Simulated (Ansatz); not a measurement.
A run of Ansatz 0.2.0 is set up as follows.

File input.yaml:

```yaml
crystal:
  lattice:
    - [3.60358, 0.0, 0.0]
    - [-1.80179, 3.12079, 0.0]
    - [0.0, 0.0, 19.06651]
  atoms:
    - { symbol: Cs, position: [0.0, 0.0, 0.37399] }
    - { symbol: Li, position: [0.66667, 0.33333, 0.01607] }
    - { symbol: Cr, position: [0.0, 0.0, 0.86637], spin: 3.0 }
    - { symbol: Cr, position: [0.33333, 0.66667, 0.16833], spin: 3.0 }
    - { symbol: Te, position: [0.33333, 0.66667, 0.53891] }
    - { symbol: Te, position: [0.66667, 0.33333, 0.77276] }
    - { symbol: S, position: [0.0, 0.0, 0.1003] }
    - { symbol: S, position: [0.33333, 0.66667, 0.9292] }
    - { symbol: S, position: [0.66667, 0.33333, 0.23408] }
hamiltonian:
  xc: pbe
  pseudopotentials: { kind: paw }
  dispersion: d3bjatm
magnetization:
  spin_polarized: true
kpoints:
  mp_grid: { grid: [6, 6, 1] }
scf:
  occupations: { method: fermi_dirac, width: 0.05 }
output:
  forces: true
  stress: true
  eigenvalues: true
  write_density: true
  write_potential: true
  elf: true
  volumetric_format: npy
relax:
  f_tol: 0.01
  max_steps: 40
  cell: { stress_tol: 0.05 }
```

Potentials or basis: Ansatz PAW.

Launch:

```bash
$ ansatz run input.yaml --threads 8 --pin off --max-ram 20480MiB --backend cpu --events-out ev --progress --plain --runs-dir out
```

Task: Estimate the relaxed volume.

Result: 22.13 Å³/atom.

Task: What does it give for the absolute moment?

Result: 6.71 μB per cell.

Task: What does it give for the net moment?

Result: 5.80 μB per cell.

Forces on the atoms (eV/Å):
```
Cs   0.000  0.000  0.008
Li   0.000  0.000  0.003
Cr   0.000  0.000 -0.001
Cr   0.000  0.000  0.002
Te   0.000  0.000 -0.001
Te   0.000  0.000  0.004
S    0.000  0.000 -0.002
S    0.000  0.000 -0.004
S    0.000  0.000 -0.008
```

Caveat: the plane-wave basis is chosen anew once the cell has moved, so the energies of steps on either side of that aren't comparable; only a ferromagnetic start was run, and an antiferromagnetic order may lie lower in energy; pairwise dispersion overbinds metals, which lowers pressure and volume. Spin-orbit coupling is left out, which matters for the levels of Cs, Te.
